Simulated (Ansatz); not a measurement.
# MoPdRu2 (P-6m2) in Ansatz: reference runs

How does MoPdRu2 come out in PBEsol? The cell is run as given and disturbed.

All numbers are computed with Ansatz 0.2.0; they aren't measurements. Logs are shortened: lines on timing, memory, paths and dates and some standing lists are left out, and cuts for length are marked.

## 1. The crystal as given

Symmetry: P-6m2, No. 187, hexagonal system. The conventional cell has a = 2.773 Å, b = 2.773 Å, c = 8.895 Å, α = 90.00°, β = 90.00°, γ = 120.00°. Pd (site symmetry -6m2) is surrounded by 6 Pd at 2.77 Å and 6 Ru at 2.80 Å. Ru (site symmetry 3m) is surrounded by 3 Mo at 2.68 Å and 6 Ru at 2.77 Å and 3 Pd at 2.80 Å. Mo (site symmetry -6m2) is surrounded by 6 Ru at 2.68 Å and 6 Mo at 2.77 Å.

The cell comes from a database or a generator and needn't be the stable form of this composition.

## 2. Single point, PBEsol

Input file input.yaml:

```yaml
crystal:
  lattice:
    - [2.7734346065, 0.0, 0.0]
    - [-1.3867173032, 2.4018648249, 0.0]
    - [0.0, 0.0, 8.89466]
  atoms:
    - { symbol: Pd, position: [0.0, 0.0, 0.5] }
    - { symbol: Ru, position: [0.6666666667, 0.3333333333, 0.757849] }
    - { symbol: Ru, position: [0.6666666667, 0.3333333333, 0.242151] }
    - { symbol: Mo, position: [0.0, 0.0, 0.0] }
kpoints:
  mp_grid: { grid: [11, 11, 3] }
scf:
  occupations: { method: fermi_dirac, width: 0.05 }
hamiltonian:
  xc: pbesol
  pseudopotentials: { kind: all_electron, lapw: { basis_error: 0.001 } }
output:
  forces: true
  stress: true
  eigenvalues: true
  populations: true
```

Potentials or basis: all-electron LAPW, scalar-relativistic.

On the command line:

```sh
$ ansatz run input.yaml --threads 2 --pin off --max-ram 8192MiB --backend cpu --events-out ev --progress --plain --runs-dir out
```

Log:

```text
Warning: RAYON_NUM_THREADS=2 ignored (pool sized by the plan → 2); use --threads N
Pd: projections on atomic orbitals take those of the free atom 1s2 2s2 2p6 3s2 3p6 3d10 4s2 4p6 4d10, of charge +0.00 (hamiltonian.pseudopotentials.projection_atoms)
Ru: projections on atomic orbitals take those of the free atom 1s2 2s2 2p6 3s2 3p6 3d10 4s2 4p6 4d7 5s1, of charge +0.00 (hamiltonian.pseudopotentials.projection_atoms)
Mo: projections on atomic orbitals take those of the free atom 1s2 2s2 2p6 3s2 3p6 3d10 4s2 4p6 4d5 5s1, of charge +0.00 (hamiltonian.pseudopotentials.projection_atoms)
LAPW: plane waves up to 8.365 Å⁻¹, error target 1.0e-3 eV per atom; small_component_spin mean_spin; Mo in spheres of 1.326 Å, 30 of its electrons in bands, Dirac shells []; Ru in spheres of 1.357 Å, 26 of its electrons in bands, Dirac shells []; Pd in spheres of 1.376 Å, 28 of its electrons in bands, Dirac shells [] (how accurate: hamiltonian.pseudopotentials.lapw.basis_error, Limitations)
Engine: ansatz 0.2.0, aarch64-unknown-linux-gnu
Pseudopotentials: kind: all_electron
Pseudopotential: Pd, LAPW, valence charge 28, lapw/all_electron/scalar/gaussian/Pd, Koelling and Harmon's equation, gaussian nucleus
Pseudopotential: Ru, LAPW, valence charge 26, lapw/all_electron/scalar/gaussian/Ru, Koelling and Harmon's equation, gaussian nucleus
Pseudopotential: Mo, LAPW, valence charge 30, lapw/all_electron/scalar/gaussian/Mo, Koelling and Harmon's equation, gaussian nucleus
Functional definition: PBEsol
  exchange = pbesol_x
  correlation = pbesol_c
Crystal: 4 atoms, lattice volume = 59.251 Å³
Basis set: ecut = 266.60193683195433 eV, 599 PW (Γ), exchange–correlation at level 2
Bands: 66, of which v1, the nominal top of the filled ones, is band 55 counted from 1 (54 counted from 0)
Symmetry: 12 space group operations
Space group: P-6m2 (ITA 187), of the structure as read, at distance tolerance 3.9e-5 Å
k-points: 32 of 363 (time reversal used)
Non-local potential: Pd, projectors of the file, none
Non-local potential: Ru, projectors of the file, none
Non-local potential: Mo, projectors of the file, none
Initial density: superposition of atomic densities (chi_scale 0.1, normalization cell, long waves kept (reshape's long-wave potential 0.16 eV rms))
Initial wavefunctions: plane waves of lowest kinetic energy (no species holds an atomic orbital)
Functional: x = pbesol(κ = 0.804, μ = 0.12345679012345678), c = pbesol(β = 0.046)
SCF iter   1: F=—  HF=-493835.321385 eV  |F-HF|=—  |Δ(HF+E_count)|=         —  Δρ=1.65e-1  dr2=1.61e2  ethr=1.00e-1  ⟨swp⟩=2.7  Hψ=8582  notcnv=0
preconditioner: auto → Kerker (q_TF=auto, 3.025 Å⁻¹)  [metal: Δε(μ)=0.030 eV  Ē_g=7.970 eV  σ=0.050 eV  W_gap=0.15  n_scr=38 (ndim 8)  ℏωp=27.3 eV  f_vac=0.000  D(μ)=3.98/eV (n_scr^D=50)]
SCF iter   2: F=—  HF=-493848.679039 eV  |F-HF|=—  |Δ(HF+E_count)|=    1.34e1  Δρ=1.04e-1  dr2=3.23e1  ethr=1.00e-1  ⟨swp⟩=2.2  Hψ=5644  notcnv=0
SCF iter   3: F=—  HF=-493828.589397 eV  |F-HF|=—  |Δ(HF+E_count)|=    2.01e1  Δρ=5.47e-2  dr2=7.64e0  ethr=2.94e-2  ⟨swp⟩=2.0  Hψ=5824  notcnv=0
SCF iter   4: F=—  HF=-493827.271623 eV  |F-HF|=—  |Δ(HF+E_count)|=    1.32e0  Δρ=7.45e-2  dr2=3.97e1  ethr=6.94e-3  ⟨swp⟩=2.1  Hψ=5987  notcnv=0
SCF iter   5: F=—  HF=-493826.630533 eV  |F-HF|=—  |Δ(HF+E_count)|=   6.41e-1  Δρ=6.23e-2  dr2=2.73e1  ethr=6.94e-3  ⟨swp⟩=2.0  Hψ=5627  notcnv=0
SCF iter   6: F=—  HF=-493825.738600 eV  |F-HF|=—  |Δ(HF+E_count)|=   8.92e-1  Δρ=3.27e-2  dr2=7.71e0  ethr=6.94e-3  ⟨swp⟩=2.0  Hψ=5737  notcnv=0
iter 7 solved again at ethr=2.98e-4 eV; its pass at ethr=6.94e-3 eV (dr2=3.28e-1 eV) is discarded
SCF iter   7: F=—  HF=-493825.458167 eV  |F-HF|=—  |Δ(HF+E_count)|=         —  Δρ=1.05e-2  dr2=3.28e-1  ethr=2.98e-4  ⟨swp⟩=2.0  Hψ=10144  notcnv=0
the basis was enlarged: its passes take 1.1 MiB over the memory plan, 2 of 2 planned eigensolver slots
SCF iter   8: F=—  HF=-493825.419150 eV  |F-HF|=—  |Δ(HF+E_count)|=   3.90e-2  Δρ=5.15e-3  dr2=9.82e-2  ethr=2.98e-4  ⟨swp⟩=2.0  Hψ=6241  notcnv=0
SCF iter   9: F=—  HF=-493825.409377 eV  |F-HF|=—  |Δ(HF+E_count)|=   9.77e-3  Δρ=1.59e-3  dr2=4.32e-3  ethr=8.93e-5  ⟨swp⟩=2.0  Hψ=6181  notcnv=0
SCF iter  10: F=—  HF=-493825.409127 eV  |F-HF|=—  |Δ(HF+E_count)|=   2.50e-4  Δρ=1.06e-3  dr2=4.51e-3  ethr=3.93e-6  ⟨swp⟩=2.0  Hψ=6243  notcnv=0
SCF iter  11: F=—  HF=-493825.408751 eV  |F-HF|=—  |Δ(HF+E_count)|=   3.76e-4  Δρ=2.51e-4  dr2=1.03e-4  ethr=3.93e-6  ⟨swp⟩=2.0  Hψ=6243  notcnv=0
SCF iter  12: F=—  HF=-493825.408736 eV  |F-HF|=—  |Δ(HF+E_count)|=   1.45e-5  Δρ=1.22e-4  dr2=2.69e-5  ethr=9.33e-8  ⟨swp⟩=2.0  Hψ=6245  notcnv=0
SCF iter  13: F=—  HF=-493825.408737 eV  |F-HF|=—  |Δ(HF+E_count)|=   1.13e-6  Δρ=1.22e-4  dr2=9.52e-5  ethr=2.45e-8  ⟨swp⟩=2.0  Hψ=6244  notcnv=0
SCF iter  14: F=—  HF=-493825.408733 eV  |F-HF|=—  |Δ(HF+E_count)|=   4.57e-6  Δρ=4.80e-5  dr2=1.39e-5  ethr=2.45e-8  ⟨swp⟩=2.0  Hψ=6244  notcnv=0
SCF iter  15: F=—  HF=-493825.408732 eV  |F-HF|=—  |Δ(HF+E_count)|=   4.20e-7  Δρ=2.15e-5  dr2=2.65e-6  ethr=1.27e-8  ⟨swp⟩=2.0  Hψ=6244  notcnv=0
SCF iter  16: F=-493825.408732 eV  HF=-493825.408732 eV  |F-HF|=3.49e-8  |Δ(HF+E_count)|=   2.35e-7  Δρ=4.51e-6  dr2=2.64e-8  ethr=2.41e-9  ⟨swp⟩=2.0  Hψ=6244  notcnv=0
SCF 1 converged in 16 iterations: F = -493825.408732 eV  dr2 = 2.64e-8
SCF converged after 16 iterations
Free energy (F): -493825.408732 eV
Harris-Foulkes:  -493825.408732 eV  (|F-HF|=3.49e-8)
Internal energy: -493825.359437 eV  (E = F + TS)
E sigma→0 (E₀):  -493825.384084 eV
Entropy (-TS):   -0.049296 eV (-12.324 meV/atom)
Fermi energy:    22.860035 eV
--- Per-component energies (eV) ---
  E_band       = -12223.718807
  E_kinetic    = 513584.726456
  E_xc         = -14322.208452
  E_electrostatic = -993087.877441  (all electrons and nuclei)
  E_smearing   = -0.049296  (= −TS)
  E_closure    = 0.000000  (closes the sum)
  E_atoms      = -493789.292875  (free atoms, spherical and without spin; not in F)
  Σ components = -493825.408732   (vs F -493825.408732, Δ=0.00e0)
  Basis errors (estimates in eV, not in F): energy 2.6e-4 per atom: plane waves 2.0e-4 (1.0e-4 summed), levels above the bands 8.0e-95, relativity 1.9e-8, radial functions 5.6e-5, core shells 6.6e-7; eigenvalues (radial functions only) 1.5e-6; not estimated: angular momenta, meshes, grids; target (lapw.basis_error) 1.0e-3; muffin-tin radii Mo 1.326 Å, Ru 1.357 Å, Pd 1.376 Å
--- Forces (eV/Å), atoms counted from 1 ---
  atom   1  Pd    -0.00000000     0.00000000     0.00000000
  atom   2  Ru     0.00000000     0.00000000     0.08693434
  atom   3  Ru     0.00000000     0.00000000    -0.08693434
  atom   4  Mo    -0.00000000    -0.00000000     0.00000000
  max |Σ_I F_I| component: 8.10e-18 eV/Å
--- Stress (GPa, compression-positive) ---
      -10.605854       0.000000       0.000000
        0.000000     -10.605854       0.000000
        0.000000       0.000000     -12.709654
  P = ⅓ Tr σ = -11.3071 GPa (-113.071 kbar)
--- Band table (eV; the first three rows and the last of 32) ---
  k-point 0: bands = ["-352.2080", "-352.1893", "-352.1893", "-301.9415", "-301.9138", "-301.9138", "-301.8684", "-301.8684", "-246.4656", "-246.4656", "-246.4656", "-246.4656", "-246.4291", "-246.4291", "-246.4195", "-246.4195", "-246.4195", "-246.4195", "-194.3676", "-194.3676", "-194.3608", "-194.3482", "-194.3482", "-61.5227", "-49.5435", "-49.5433", "-37.7370", "-27.3517", "-27.0661", "-27.0661", "-19.5334", "-19.5128", "-19.2575", "-19.2575", "-19.2571", "-19.2571", "-11.8690", "-11.1742", "-11.1742", "15.5741", "17.3194", "17.4029", "17.6306", "19.8691", "19.9514", "19.9514", "20.5973", "20.5973", "20.6283", "21.0554", "21.0554", "21.4865", "21.4865", "21.7556", "21.8720", "21.8720", "23.0537", "23.0537", "24.0133", "24.0133", "24.2900", "25.8585", "25.8585", "31.8188", "36.4566", "37.0673"]
  k-point 1: bands = ["-352.2080", "-352.1893", "-352.1893", "-301.9415", "-301.9138", "-301.9138", "-301.8684", "-301.8684", "-246.4656", "-246.4656", "-246.4656", "-246.4656", "-246.4291", "-246.4291", "-246.4195", "-246.4195", "-246.4195", "-246.4195", "-194.3676", "-194.3676", "-194.3608", "-194.3482", "-194.3482", "-61.5227", "-49.5436", "-49.5432", "-37.7370", "-27.3516", "-27.0661", "-27.0661", "-19.5384", "-19.5078", "-19.2576", "-19.2576", "-19.2570", "-19.2570", "-11.8691", "-11.1742", "-11.1742", "15.8487", "16.6090", "17.5177", "17.7385", "19.8916", "19.9464", "19.9464", "20.6092", "20.6092", "20.9664", "20.9664", "21.1606", "21.6501", "21.6501", "21.8729", "21.8729", "22.0305", "22.9059", "22.9059", "23.4146", "24.0657", "24.0657", "25.8763", "25.8763", "32.7976", "36.1404", "36.6579"]
  k-point 2: bands = ["-352.2080", "-352.1893", "-352.1893", "-301.9415", "-301.9138", "-301.9138", "-301.8684", "-301.8684", "-246.4656", "-246.4656", "-246.4656", "-246.4656", "-246.4291", "-246.4291", "-246.4195", "-246.4195", "-246.4195", "-246.4195", "-194.3676", "-194.3676", "-194.3608", "-194.3482", "-194.3482", "-61.5201", "-49.5373", "-49.5371", "-37.7221", "-27.3485", "-27.0895", "-27.0719", "-19.5257", "-19.5068", "-19.3052", "-19.3051", "-19.2688", "-19.2684", "-11.8559", "-11.2742", "-11.1970", "15.8564", "17.5406", "17.6569", "17.8918", "19.7196", "19.8300", "20.0335", "20.1152", "20.7103", "20.8753", "20.8785", "21.2747", "21.3273", "21.4654", "21.6377", "21.9682", "22.0421", "22.4839", "23.0158", "24.0542", "24.1335", "24.2135", "25.8771", "26.9233", "31.8645", "37.0204", "37.3509"]
  k-point 31: bands = ["-352.2080", "-352.1893", "-352.1893", "-301.9415", "-301.9138", "-301.9138", "-301.8684", "-301.8684", "-246.4656", "-246.4656", "-246.4656", "-246.4656", "-246.4291", "-246.4291", "-246.4195", "-246.4195", "-246.4195", "-246.4195", "-194.3676", "-194.3676", "-194.3608", "-194.3482", "-194.3481", "-61.4862", "-49.4558", "-49.4558", "-37.5240", "-27.3077", "-27.2961", "-27.2402", "-19.7244", "-19.7190", "-19.6090", "-19.6068", "-19.4304", "-19.4210", "-12.1193", "-11.8895", "-11.6837", "18.2802", "18.4790", "18.9103", "18.9564", "19.1500", "19.2705", "19.4545", "19.6965", "20.4652", "20.6167", "20.7901", "20.8842", "21.4772", "22.0896", "22.7669", "23.1006", "24.3520", "24.5190", "24.6194", "25.9315", "28.6766", "29.2228", "30.1031", "30.9176", "31.1546", "32.6492", "33.5295"]
--- Löwdin populations: 4 sites ---
  site symbol       q [e]
     0     Pd     45.2424
     1     Ru     44.1746
     2     Ru     44.1746
     3     Mo     41.9055
  spilling = 0.002857 (of n_electrons = 176.000000)
```

It took 56 s on 2 threads of Arm Neoverse V1, shared host; peak memory 0.59 GiB.

What came out:

```
Free energy            : -493825.4087 eV
Pressure               : -11.3 GPa
Largest force          : 0.087 eV/Å
Band gap on the k mesh : none (metal or under the smearing width)
```

Forces on the atoms (eV/Å):
```
Pd   0.000  0.000  0.000
Ru   0.000  0.000  0.087
Ru   0.000  0.000 -0.087
Mo   0.000  0.000  0.000
```

Stress tensor (GPa, compression positive):
```
-10.61   0.00   0.00
  0.00 -10.61   0.00
  0.00   0.00 -12.71
```

Levels at points of the mesh, in eV from the Fermi level:
| k point | band 51 | band 52 | band 53 | band 54 | band 55 | band 56 | band 57 | band 58 | band 59 | band 60 |
| --- | --- | --- | --- | --- | --- | --- | --- | --- | --- | --- |
| (0.00, 0.00, 0.00) | -1.80 | -1.37 | -1.37 | -1.10 | -0.99 | -0.99 | 0.19 | 0.19 | 1.15 | 1.15 |

## 3. Equation of state, PBEsol

Potentials or basis: all-electron LAPW, scalar-relativistic.

No new run: the results of the series are fitted here.

What came out:

```yaml
Equilibrium_volume: 14.17 Å³/atom
Bulk_modulus_at_fixed_shape_and_positions: 282 GPa
Pressure_derivative_of_the_bulk_modulus: 4.8
```

Energy against volume, from the lowest point:
```tsv
volume (Å³/atom)	energy (meV/atom)
13.924	3.60
14.220	0.00
14.517	7.08
14.813	23.62
15.109	48.56
15.405	80.93
15.702	119.86
```

Caveat: the cell was scaled at fixed shape and fractional positions, which overstates the stiffness of a crystal with free parameters, most of all of layers and chains.

## 4. Single point, PBEsol (atoms moved at random, drawn with an rms of 0.05 Å)

Input file input.yaml:

```yaml
crystal:
  lattice:
    - [2.7734346065, 0.0, 0.0]
    - [-1.3867173032, 2.4018648249, 0.0]
    - [0.0, 0.0, 8.89466]
  atoms:
    - { symbol: Pd, position: [-0.017876, -0.007521, 0.502704] }
    - { symbol: Ru, position: [0.662929, 0.349183, 0.757642] }
    - { symbol: Ru, position: [0.657141, 0.339633, 0.247582] }
    - { symbol: Mo, position: [-0.000827, 0.01865, 0.002367] }
kpoints:
  mp_grid: { grid: [11, 11, 3] }
scf:
  occupations: { method: fermi_dirac, width: 0.05 }
hamiltonian:
  xc: pbesol
  pseudopotentials: { kind: all_electron, lapw: { basis_error: 0.001 } }
output:
  forces: true
  stress: true
  eigenvalues: true
  populations: true
```

On the command line:

```sh
$ ansatz run input.yaml --threads 2 --pin off --max-ram 8192MiB --backend cpu --events-out ev --progress --plain --runs-dir out
```

It took 5.6 min on 2 threads of Arm Neoverse V1, shared host; peak memory 1.7 GiB.

Results (log left out):

```yaml
Free_energy: -493825.3934 eV
Pressure: -11.9 GPa
Largest_force: 0.386 eV/Å
Band_gap_on_the_k_mesh: none (metal or under the smearing width)
```

Forces on the atoms (eV/Å):
```
Pd   0.013  0.117 -0.017
Ru  -0.003 -0.075  0.379
Ru   0.006  0.010 -0.384
Mo  -0.016 -0.052  0.022
```

Stress tensor (GPa, compression positive):
```
-11.05   0.03   0.02
  0.03 -11.05   0.11
  0.02   0.11 -13.61
```

Levels at points of the mesh, in eV from the Fermi level:
| k point | band 51 | band 52 | band 53 | band 54 | band 55 | band 56 | band 57 | band 58 | band 59 | band 60 |
| --- | --- | --- | --- | --- | --- | --- | --- | --- | --- | --- |
| (0.00, 0.00, 0.00) | -1.79 | -1.43 | -1.34 | -1.21 | -0.96 | -0.93 | 0.16 | 0.27 | 1.09 | 1.09 |

## 5. Overview

```tsv
task	cell	cutoff (eV)	gap on the mesh (eV)	pressure (GPa)	largest force (eV/Å)
single point	as given	267	none	-11.3	0.09
equation of state	as given	-	-	-	-
single point	atoms moved at random, drawn with an rms of 0.05 Å	265	none	-11.9	0.39
```

Alike in all rows: level PBEsol; potentials or basis all-electron LAPW, scalar-relativistic; no spin polarisation; k mesh 11 × 11 × 3; smearing fermi-dirac 0.05 eV; basis error allowed 0.001 eV/atom.

Caveats: the cell was scaled at fixed shape and fractional positions, which overstates the stiffness of a crystal with free parameters, most of all of layers and chains (some runs).

Compare energies only between runs with the same functional and basis.
